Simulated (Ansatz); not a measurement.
Crystal: CsLiCr2Te2S3.

```
Cs Li Cr Te S
1.0
     3.67471   -0.00018   -0.00146
     0.00068    6.25849    0.00267
     0.09970    0.01509   18.87835
Cs Li Cr Te S
2 2 4 4 6
Direct
  0.00702 0.99658 0.60964
  0.50622 0.49563 0.63737
  0.49757 0.83290 0.98554
  0.99760 0.33501 0.98513
  0.99390 0.00068 0.13453
  0.49393 0.50024 0.13461
  0.00147 0.66940 0.83098
  0.50140 0.16737 0.83340
  0.01027 0.59621 0.46271
  0.51068 0.22697 0.45459
  0.49158 0.83669 0.22777
  0.99165 0.33648 0.22784
  0.99971 0.99979 0.90043
  0.49974 0.50461 0.89926
  0.99553 0.66614 0.07188
  0.49551 0.16656 0.07160
  0.50316 0.84068 0.76492
  0.00305 0.32804 0.76778
```

The cell was built by a generator and needn't be a form met in nature.

Base run:

```yaml
Program: Ansatz 0.2.0
Functional: PBE
Potentials_or_basis: Ansatz PAW
Cutoff: "420 eV (not typed: the program's choice for these potentials)"
k_mesh: 7 × 5 × 2
Occupations: fermi-dirac, width 0.05 eV
Spin: collinear spin, ferromagnetic start
Starting_moments: "[0.0, 0.0, 0.0, 0.0, 3.0, 3.0, 3.0, 3.0, 0.0, 0.0, 0.0, 0.0, 0.0, 0.0, 0.0, 0.0, 0.0, 0.0] μB"
Hubbard_terms: Cr d U = 6 eV
```

Its results: band gap on the k mesh none (metal or under the smearing width); pressure 3.9 GPa; net moment 12.20 μB per cell; site moments Cs -0.00, -0.01; Li -0.02; Cr +3.38, +3.26, +3.21; Te -0.01, -0.29; S -0.25, -0.23, -0.24 μB; largest force 1.062 eV/Å.

Task: The run is repeated on the same cell with these changes: hubbard terms from Cr d U = 6 eV to Cr d U = 2 eV. What comes out?

Result: Band gap on the k mesh none (metal or under the smearing width); pressure 1.2 GPa; net moment 11.79 μB per cell; site moments Cs +0.00, -0.00; Li -0.01; Cr +2.92, +2.88; Te -0.00, -0.19; S -0.11, -0.12 μB; largest force 0.393 eV/Å.

Caveats: the magnetic or orbital state may not be the lowest; only a ferromagnetic start was run, and an antiferromagnetic order may lie lower in energy; the density of states is complete only up to the lowest level of the last band computed; forces of over 1 eV/Å show positions far from the minimum, so gaps and moduli don't describe the material at rest (some runs).
